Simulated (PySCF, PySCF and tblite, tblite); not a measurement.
**C8H16Si: telling isomers apart by computed NMR, part 1 of 3**

Can the signals of one isomer of C8H16Si be assigned among several candidates?

Computed with tblite 0.8.0 (tight binding) and PySCF 2.14.0 (DFT, with response routines of our own); each step states its level. Atoms count from 0 throughout.

## 1. The molecule as given

25 atoms, charge 0, multiplicity 1; geometry from: MMFF94s geometry. This is the first candidate.

Bonds of the start (Å): C0–C1 1.33, C0–H10 1.08, C0–H9 1.10, C1–C2 1.51, C1–C8 1.52, C2–C3 1.53, C2–H11 1.11, C2–H12 1.10, C3–C4 1.54, C3–C5 1.54, C3–H13 1.09, C4–H14 1.10, C4–H15 1.09, C4–H16 1.09, C5–C6 1.55, C5–H17 1.10, C5–H18 1.11, C6–C8 1.54, C6–H19 1.09, C6–Si7 1.91, C8–H23 1.10, C8–H24 1.10, Si7–H20 1.48, Si7–H21 1.48 and more.

## 2. GFN2-xTB relaxation, isomer A, conformer 1

What the job is given:

```
{"job": {"xc": "GFN2-xTB", "basis": "xTB", "kind": "relax"}, "charge": 0, "multiplicity": 1}
C     -1.010300     2.783800     0.014300
C     -0.612400     1.554700     0.325400
C     -1.550800     0.388100     0.486200
C     -1.142800    -0.763700    -0.437800
C     -2.060900    -1.976500    -0.211300
C      0.322700    -1.163200    -0.192300
C      1.280100     0.047900    -0.363400
Si     3.117400    -0.412500    -0.118500
C      0.850300     1.206300     0.555600
H     -2.073100     3.010600    -0.141400
H     -0.320900     3.606900    -0.095600
H     -2.591100     0.691000     0.246800
H     -1.566200     0.070300     1.542100
H     -1.240700    -0.450700    -1.477700
H     -3.105400    -1.699700    -0.420700
H     -1.788400    -2.793100    -0.879100
H     -1.998800    -2.343100     0.813100
H      0.605000    -1.965400    -0.891500
H      0.434500    -1.581100     0.825500
H      1.204800     0.386400    -1.395600
H      3.960600     0.780000    -0.363700
H      3.327700    -0.894300     1.267100
H      3.490500    -1.484700    -1.063900
H      0.977100     0.933900     1.609900
H      1.480300     2.092100     0.375700
```

Launch:

```console
> OMP_NUM_THREADS=1 python ens_run.py task.json out
```

One launch serves the whole session.

Log:

```text
step      E/eV     max force
  0    -734.94814    0.804
  1    -734.98540    0.280
  2    -734.99812    0.202
  3    -735.00713    0.177
  4    -735.01235    0.179
  5    -735.01629    0.156
  6    -735.01918    0.151
  7    -735.02154    0.092
  8    -735.02295    0.070
  9    -735.02388    0.075
 10    -735.02496    0.071
 11    -735.02620    0.098
 12    -735.02744    0.108
 13    -735.02833    0.070
 14    -735.02894    0.054
 15    -735.02945    0.055
 16    -735.02992    0.059
 17    -735.03027    0.046
 18    -735.03049    0.038
 19    -735.03049    0.038
 20    -735.03058    0.027
 21    -735.03080    0.019
 22    -735.03085    0.028
 23    -735.03098    0.034
 24    -735.03107    0.032
 25    -735.03119    0.023
 26    -735.03128    0.022
 27    -735.03136    0.025
 28    -735.03144    0.024
 29    -735.03151    0.020
 30    -735.03157    0.017
 31    -735.03163    0.017
 32    -735.03170    0.021
 33    -735.03179    0.025
 34    -735.03188    0.018
 35    -735.03196    0.018
 36    -735.03204    0.023
 37    -735.03214    0.024
 38    -735.03223    0.022
 39    -735.03229    0.016
 40    -735.03234    0.015
 41    -735.03238    0.014
 42    -735.03242    0.014
 43    -735.03246    0.016
 44    -735.03251    0.014
 45    -735.03256    0.014
 46    -735.03262    0.016
 47    -735.03266    0.011
 48    -735.03269    0.011
 49    -735.03271    0.008
 50    -735.03273    0.010
 51    -735.03275    0.010
 52    -735.03276    0.009
 53    -735.03278    0.009
 54    -735.03280    0.010
 55    -735.03282    0.010
 56    -735.03284    0.010
 57    -735.03285    0.006
 58    -735.03286    0.006
 59    -735.03287    0.006
 60    -735.03287    0.007
 61    -735.03288    0.004
 62    -735.03288    0.004
```

Wall time 0.51 s (1 thread of Arm Neoverse V2, shared host).

Gain 0.085 eV; displacement 0.06 Å root mean square.

## 3. Shieldings, isomer A, conformer 1: PBE0/pcSseg-1

What the job is given:

```
{"job": {"xc": "PBE0", "basis": "pcSseg-1", "kind": "nmr", "pop": true}, "charge": 0, "multiplicity": 1}
C     -1.003428     2.747576    -0.033215
C     -0.601478     1.545200     0.343577
C     -1.536275     0.385437     0.515483
C     -1.131917    -0.759130    -0.422642
C     -2.049345    -1.963931    -0.235965
C      0.329153    -1.134278    -0.169301
C      1.258773     0.062397    -0.366374
Si     3.089484    -0.413207    -0.123916
C      0.838354     1.196918     0.577122
H     -2.041842     2.970010    -0.215211
H     -0.312603     3.563779    -0.165193
H     -2.564661     0.690183     0.313023
H     -1.484563     0.027312     1.548368
H     -1.224975    -0.403184    -1.455865
H     -3.084363    -1.691488    -0.430821
H     -1.771235    -2.765182    -0.917394
H     -1.980162    -2.341352     0.782574
H      0.617238    -1.941772    -0.847277
H      0.428785    -1.510502     0.852831
H      1.120978     0.424655    -1.392862
H      3.929307     0.761483    -0.362037
H      3.288971    -0.889530     1.247083
H      3.437254    -1.477907    -1.066686
H      0.967324     0.867504     1.612826
H      1.470291     2.073152     0.421007
```

Log:

```text
coarse grid: 20232 points
cycle   1  E = -603.2833519480  dE =  9.220e-01  |g| = 4.679e-01  |ddm| = 4.433e+00
cycle   2  E = -603.2727915992  dE =  1.056e-02  |g| = 5.185e-01  |ddm| = 9.835e-01
cycle   3  E = -603.3443933095  dE = -7.160e-02  |g| = 6.595e-02  |ddm| = 5.836e-01
cycle   4  E = -603.3450698523  dE = -6.765e-04  |g| = 3.881e-02  |ddm| = 1.042e-01
cycle   5  E = -603.3454229476  dE = -3.531e-04  |g| = 1.017e-02  |ddm| = 3.953e-02
cycle   6  E = -603.3454471274  dE = -2.418e-05  |g| = 2.899e-03  |ddm| = 1.074e-02
cycle   7  E = -603.3454491314  dE = -2.004e-06  |g| = 3.066e-04  |ddm| = 2.831e-03
final grid: 187544 points
cycle   8  E = -603.4012726048  dE = -6.231e-05  |g| = 9.544e-03  |ddm| = 4.397e-02
cycle   9  E = -603.4012589873  dE =  1.362e-05  |g| = 1.200e-02  |ddm| = 2.182e-02
cycle  10  E = -603.4012964230  dE = -3.744e-05  |g| = 1.852e-03  |ddm| = 1.325e-02
cycle  11  E = -603.4012972358  dE = -8.128e-07  |g| = 3.614e-04  |ddm| = 1.896e-03
cycle  12  E = -603.4012972657  dE = -2.989e-08  |g| = 1.116e-04  |ddm| = 3.716e-04
cycle  13  E = -603.4012972685  dE = -2.795e-09  |g| = 3.108e-05  |ddm| = 1.285e-04
cycle  14  E = -603.4012972688  dE = -2.349e-10  |g| = 4.316e-06  |ddm| = 3.765e-05
converged SCF energy = -603.4012972688

GIAO shielding tensors (ppm)
atom      isotropic    diamagn.    paramagn.     s11        s22        s33       span
  0 C       74.508     250.410    -175.903    -21.782    103.521    141.784    163.566
  1 C       28.017     260.878    -232.861    -95.477     16.086    163.442    258.919
  2 C      138.952     247.647    -108.695    128.382    134.672    153.800     25.418
  3 C      144.984     246.315    -101.331    139.304    146.457    149.191      9.887
  4 C      161.808     245.492     -83.684    144.426    152.413    188.584     44.158
  5 C      145.201     250.095    -104.894    132.083    141.877    161.644     29.562
  6 C      159.409     251.414     -92.006    154.202    161.358    162.667      8.465
  7 Si     411.382     880.261    -468.879    379.804    382.054    472.287     92.483
  8 C      144.812     247.974    -103.162    138.958    139.811    155.666     16.708
  9 H       26.753      30.978      -4.225     23.836     24.960     31.463      7.627
 10 H       26.753      31.073      -4.319     23.735     24.939     31.586      7.851
 11 H       29.426      33.083      -3.657     24.972     29.075     34.231      9.259
 12 H       30.029      31.680      -1.651     27.415     28.794     33.878      6.463
 13 H       30.333      33.483      -3.151     27.098     29.565     34.334      7.236
 14 H       30.581      28.901       1.680     25.919     28.132     37.692     11.773
 15 H       30.547      29.161       1.386     26.008     28.250     37.383     11.375
 16 H       30.948      29.774       1.173     27.313     29.172     36.358      9.045
 17 H       29.952      33.736      -3.784     24.205     30.855     34.796     10.591
 18 H       30.880      33.947      -3.067     26.780     31.665     34.195      7.415
 19 H       30.713      33.663      -2.950     27.915     29.179     35.045      7.130
 20 H       27.903      29.044      -1.141     24.140     25.898     33.670      9.530
 21 H       28.108      29.148      -1.039     24.796     26.668     32.862      8.066
 22 H       27.922      29.048      -1.126     24.279     25.969     33.518      9.239
 23 H       29.892      31.808      -1.915     26.753     28.798     34.126      7.374
 24 H       29.427      33.127      -3.700     24.420     29.303     34.556     10.136
```

Wall time 48 s (1 thread of Arm Neoverse V2, shared host); peak memory 1.2 GiB.

This run: HOMO -7.04 eV, LUMO 0.40 eV; dipole 0.64 D.

## 4. Boltzmann average, isomer A: properties at PBE0/pcSseg-1

What the job is given:

```
{"job": {"study": "conf", "smiles": "C=C1C[C@H](C)C[C@H]([SiH3])C1", "search": {"seed": 5245, "n_embed": 60, "ff_keep": 14, "window": 2.5, "nmax": 4, "temps": [250, 298.15, 350], "t_ref": 298.15, "order": 0.002}, "level": {"nmr": {"xc": "PBE0", "basis": "pcSseg-1"}}, "kind": "conf"}, "charge": 0, "multiplicity": 1}
C     -1.003428     2.747576    -0.033215
C     -0.601478     1.545200     0.343577
C     -1.536275     0.385437     0.515483
C     -1.131917    -0.759130    -0.422642
C     -2.049345    -1.963931    -0.235965
C      0.329153    -1.134278    -0.169301
C      1.258773     0.062397    -0.366374
Si     3.089484    -0.413207    -0.123916
C      0.838354     1.196918     0.577122
H     -2.041842     2.970010    -0.215211
H     -0.312603     3.563779    -0.165193
H     -2.564661     0.690183     0.313023
H     -1.484563     0.027312     1.548368
H     -1.224975    -0.403184    -1.455865
H     -3.084363    -1.691488    -0.430821
H     -1.771235    -2.765182    -0.917394
H     -1.980162    -2.341352     0.782574
H      0.617238    -1.941772    -0.847277
H      0.428785    -1.510502     0.852831
H      1.120978     0.424655    -1.392862
H      3.929307     0.761483    -0.362037
H      3.288971    -0.889530     1.247083
H      3.437254    -1.477907    -1.066686
H      0.967324     0.867504     1.612826
H      1.470291     2.073152     0.421007
```

Log:

```text
conformer  sym    E(xTB)   E(DFT)   G(298.15 K)  weight  dipole/D
    1     C1      0.000    0.000    0.000   1.0000    0.644

mean shielding (ppm) by class
class atoms           250 K   298.15 K      350 K
  0 C  0             74.508     74.508     74.508
  1 C  1             28.017     28.017     28.017
  2 C  2            138.952    138.952    138.952
  3 C  3            144.984    144.984    144.984
  4 C  4            161.808    161.808    161.808
  5 C  5            145.201    145.201    145.201
  6 C  6            159.409    159.409    159.409
  7 Si 7            411.382    411.382    411.382
  8 C  8            144.812    144.812    144.812
  9 H  9             26.753     26.753     26.753
 10 H  10            26.753     26.753     26.753
 11 H  11            29.426     29.426     29.426
 12 H  12            30.029     30.029     30.029
 13 H  13            30.333     30.333     30.333
 14 H  14,15,16      30.692     30.692     30.692
 15 H  17            29.952     29.952     29.952
 16 H  18             30.88      30.88      30.88
 17 H  19            30.713     30.713     30.713
 18 H  20,21,22      27.978     27.978     27.978
 19 H  23            29.892     29.892     29.892
 20 H  24            29.427     29.427     29.427
```

Run time: 55 s. Hardware: 1 thread of Arm Neoverse V2, shared host. This counts the runs that the step sums up.

The search (ETKDG, MMFF94s, GFN2-xTB) embedded 60 structures, kept 6 distinct ones after the force field and 4 after xTB; 1 was carried on (window 2.5 kcal/mol at the search's own energies). Energies: PBE0/pcSseg-1 with D3(BJ).

The conformers at 298 K:

```
no.  group  mirror pair  ΔE xTB  ΔE DFT    ΔG  weight (%)  μ (D)     A, B, C (GHz)
  1     C1           no    0.00    0.00  0.00       100.0   0.64  1.74, 1.02, 0.68
```

Energies in kcal/mol. ΔG holds xTB vibrations and rotation, symmetry numbers and mirror pairs.

Shifts against references run at the same level (13C TMS 186.9, 29Si TMS 349.2, 1H TMS 31.72 ppm of shielding), by class of atoms, at 298 K:

```
        atoms                         environment  average
           C1     fully substituted alkene carbon    158.9
           C0                terminal =CH2 carbon    112.4
           C2                     allylic sp3 CH2     48.0
           C8                     allylic sp3 CH2     42.1
           C3                    sp3 CH in a ring     41.9
           C5                   sp3 CH2 in a ring     41.7
           C6                 sp3 CH bonded to Si     27.5
           C4                       methyl carbon     25.1
           H9  hydrogen on a terminal =CH2 carbon     4.96
          H10  hydrogen on a terminal =CH2 carbon     4.96
H20, H21, H22   hydrogen on a silicon bonded to C     3.74
          H11      hydrogen on an allylic sp3 CH2     2.29
          H24      hydrogen on an allylic sp3 CH2     2.29
          H23      hydrogen on an allylic sp3 CH2     1.82
          H17    hydrogen on an sp3 CH2 in a ring     1.76
          H12      hydrogen on an allylic sp3 CH2     1.69
          H13     hydrogen on an sp3 CH in a ring     1.38
H14, H15, H16         hydrogen on a methyl carbon     1.02
          H19  hydrogen on an sp3 CH bonded to Si     1.00
          H18    hydrogen on an sp3 CH2 in a ring     0.84
          Si7            silicon bonded to C, 3 H    -62.2
```

Effective distances for nuclear Overhauser effects, ⟨r⁻⁶⟩^(−1/6) over all pairs of two classes (Å): H17···H18 1.76; H11···H12 1.77; H23···H24 1.77; H9···H10 1.83; H9···H11 2.40; H10···H24 2.40; H11···H13 2.47; H13···H17 2.48.

## 5. GFN2-xTB relaxation, isomer B, conformer 1

What the job is given:

```
{"job": {"xc": "GFN2-xTB", "basis": "xTB", "kind": "relax"}, "charge": 0, "multiplicity": 1}
C     -0.449000     2.557800     0.961700
C     -0.402700     1.543900     0.084700
C     -1.484900     0.508500    -0.023900
C     -0.934900    -0.898900     0.151000
C     -2.032000    -1.949400    -0.057300
C      0.250500    -1.165000    -0.790000
C      1.370200    -0.092400    -0.688000
Si     2.536900    -0.301300     0.819700
C      0.784000     1.319400    -0.823300
H     -1.315000     2.696100     1.624800
H      0.340500     3.287900     1.038400
H     -1.960800     0.605800    -1.016200
H     -2.291900     0.694900     0.719200
H     -0.585200    -1.012400     1.193800
H     -2.867100    -1.780700     0.630300
H     -2.428100    -1.897000    -1.073100
H     -1.644000    -2.955800     0.104000
H     -0.116800    -1.174900    -1.821900
H      0.663500    -2.163500    -0.599000
H      2.041900    -0.247400    -1.537300
H      1.774300    -0.184300     2.094200
H      3.166300    -1.644200     0.756700
H      3.600900     0.737500     0.782400
H      1.545900     2.078500    -0.669300
H      0.426500     1.461000    -1.852600
```

Log:

```text
step      E/eV     max force
  0    -734.89208    1.138
  1    -734.93673    0.770
  2    -734.95317    0.384
  3    -734.96369    0.248
  4    -734.97310    0.218
  5    -734.97826    0.197
  6    -734.98244    0.121
  7    -734.98494    0.112
  8    -734.98720    0.126
  9    -734.98908    0.105
 10    -734.99080    0.095
 11    -734.99254    0.093
 12    -734.99453    0.115
 13    -734.99659    0.151
 14    -734.99839    0.129
 15    -734.99972    0.067
 16    -735.00074    0.070
 17    -735.00166    0.072
 18    -735.00260    0.077
 19    -735.00359    0.072
 20    -735.00471    0.079
 21    -735.00601    0.087
 22    -735.00757    0.093
 23    -735.00943    0.093
 24    -735.01153    0.096
 25    -735.01377    0.101
 26    -735.01598    0.091
 27    -735.01787    0.099
 28    -735.01928    0.079
 29    -735.02024    0.056
 30    -735.02086    0.054
 31    -735.02134    0.046
 32    -735.02179    0.042
 33    -735.02221    0.041
 34    -735.02257    0.037
 35    -735.02257    0.037
 36    -735.02272    0.027
 37    -735.02300    0.024
 38    -735.02309    0.030
 39    -735.02329    0.026
 40    -735.02343    0.031
 41    -735.02360    0.029
 42    -735.02379    0.029
 43    -735.02399    0.030
 44    -735.02415    0.032
 45    -735.02428    0.029
 46    -735.02441    0.022
 47    -735.02455    0.025
 48    -735.02470    0.025
 49    -735.02483    0.030
 50    -735.02498    0.031
 51    -735.02516    0.029
 52    -735.02535    0.031
 53    -735.02553    0.028
 54    -735.02576    0.037
 55    -735.02608    0.043
 56    -735.02646    0.049
 57    -735.02680    0.038
 58    -735.02703    0.029
 59    -735.02720    0.029
 60    -735.02735    0.031
 61    -735.02751    0.027
 62    -735.02763    0.022
 63    -735.02773    0.022
 64    -735.02785    0.022
 65    -735.02797    0.027
 66    -735.02807    0.021
 67    -735.02814    0.018
 68    -735.02820    0.018
 69    -735.02827    0.016
 70    -735.02835    0.018
 71    -735.02841    0.015
 72    -735.02846    0.016
 73    -735.02850    0.012
 74    -735.02854    0.016
 75    -735.02859    0.017
 76    -735.02866    0.020
 77    -735.02873    0.021
 78    -735.02880    0.016
 79    -735.02887    0.016
 80    -735.02892    0.013
 81    -735.02896    0.016
 82    -735.02900    0.012
 83    -735.02903    0.012
 84    -735.02906    0.012
 85    -735.02910    0.016
 86    -735.02914    0.017
 87    -735.02918    0.012
 88    -735.02922    0.012
 89    -735.02926    0.013
 90    -735.02930    0.016
 91    -735.02934    0.013
 92    -735.02937    0.011
 93    -735.02939    0.009
 94    -735.02941    0.013
 95    -735.02944    0.016
 96    -735.02948    0.013
 97    -735.02952    0.013
 98    -735.02955    0.013
 99    -735.02960    0.017
100    -735.02966    0.021
101    -735.02974    0.021
102    -735.02979    0.015
103    -735.02983    0.013
104    -735.02986    0.015
105    -735.02989    0.011
106    -735.02992    0.010
107    -735.02994    0.009
108    -735.02995    0.008
109    -735.02996    0.007
110    -735.02997    0.007
111    -735.02998    0.010
112    -735.03000    0.012
113    -735.03002    0.012
114    -735.03004    0.010
115    -735.03007    0.009
116    -735.03009    0.010
117    -735.03011    0.010
118    -735.03012    0.009
119    -735.03014    0.007
120    -735.03015    0.005
121    -735.03015    0.005
122    -735.03016    0.005
123    -735.03017    0.006
124    -735.03017    0.005
125    -735.03018    0.005
126    -735.03018    0.004
127    -735.03019    0.005
128    -735.03019    0.005
129    -735.03020    0.006
130    -735.03021    0.006
131    -735.03021    0.005
132    -735.03022    0.005
133    -735.03022    0.005
134    -735.03023    0.004
```

It took 0.98 s on 1 thread of Arm Neoverse V2, shared host.

Gain 0.138 eV; displacement 0.19 Å root mean square.

## 6. GFN2-xTB relaxation, isomer B, conformer 2

What the job is given:

```
{"job": {"xc": "GFN2-xTB", "basis": "xTB", "kind": "relax"}, "charge": 0, "multiplicity": 1}
C     -0.742700    -2.697900     0.117000
C     -0.476700    -1.499400    -0.442800
C     -1.536100    -0.550100    -0.881100
C     -1.377200     0.846900    -0.250200
C     -1.781400     0.828700     1.243900
C      0.054400     1.363900    -0.438700
C      1.146400     0.368700     0.027000
Si     2.921800     1.034900    -0.216300
C      0.944900    -1.015300    -0.632200
H     -1.779200    -3.029600     0.263700
H      0.031900    -3.371600     0.441000
H     -2.550700    -0.941500    -0.667800
H     -1.484800    -0.445700    -1.965700
H     -2.053100     1.531600    -0.756000
H     -2.829500     0.532700     1.347400
H     -1.172500     0.147200     1.845200
H     -1.680900     1.835300     1.671700
H      0.170800     2.316500     0.089600
H      0.202200     1.587700    -1.497500
H      1.052300     0.239600     1.123000
H      3.069200     2.326200     0.503500
H      3.896500     0.052300     0.309400
H      3.172500     1.250600    -1.656200
H      1.128300    -0.957300    -1.713500
H      1.662600    -1.730400    -0.226600
```

Log:

```text
step      E/eV     max force
  0    -734.87987    1.732
  1    -734.92453    1.179
  2    -734.94494    0.278
  3    -734.95495    0.329
  4    -734.96610    0.280
  5    -734.97136    0.155
  6    -734.97525    0.128
  7    -734.97764    0.125
  8    -734.97977    0.100
  9    -734.98118    0.075
 10    -734.98221    0.082
 11    -734.98320    0.075
 12    -734.98449    0.085
 13    -734.98595    0.099
 14    -734.98720    0.070
 15    -734.98803    0.060
 16    -734.98861    0.050
 17    -734.98910    0.056
 18    -734.98950    0.050
 19    -734.98981    0.031
 20    -734.98981    0.031
 21    -734.98995    0.026
 22    -734.99024    0.046
 23    -734.99033    0.028
 24    -734.99050    0.062
 25    -734.99090    0.090
 26    -734.99113    0.063
 27    -734.99139    0.034
 28    -734.99159    0.041
 29    -734.99180    0.052
 30    -734.99202    0.045
 31    -734.99225    0.035
 32    -734.99248    0.037
 33    -734.99276    0.041
 34    -734.99312    0.049
 35    -734.99351    0.048
 36    -734.99387    0.044
 37    -734.99422    0.038
 38    -734.99459    0.048
 39    -734.99498    0.052
 40    -734.99534    0.044
 41    -734.99561    0.030
 42    -734.99579    0.025
 43    -734.99592    0.023
 44    -734.99601    0.018
 45    -734.99608    0.018
 46    -734.99614    0.018
 47    -734.99618    0.015
 48    -734.99622    0.015
 49    -734.99624    0.012
 50    -734.99626    0.012
 51    -734.99628    0.009
 52    -734.99629    0.007
 53    -734.99630    0.005
 54    -734.99630    0.007
 55    -734.99631    0.009
 56    -734.99633    0.008
 57    -734.99634    0.007
 58    -734.99635    0.006
 59    -734.99635    0.007
 60    -734.99636    0.008
 61    -734.99637    0.007
 62    -734.99638    0.005
 63    -734.99639    0.004
 64    -734.99639    0.005
 65    -734.99639    0.005
 66    -734.99640    0.004
 67    -734.99640    0.004
 68    -734.99641    0.005
 69    -734.99641    0.006
 70    -734.99642    0.005
 71    -734.99642    0.005
 72    -734.99643    0.004
```

It took 0.52 s on 1 thread of Arm Neoverse V2, shared host.

Gain 0.117 eV; displacement 0.08 Å root mean square.

(Continued in part 2 of 3.)
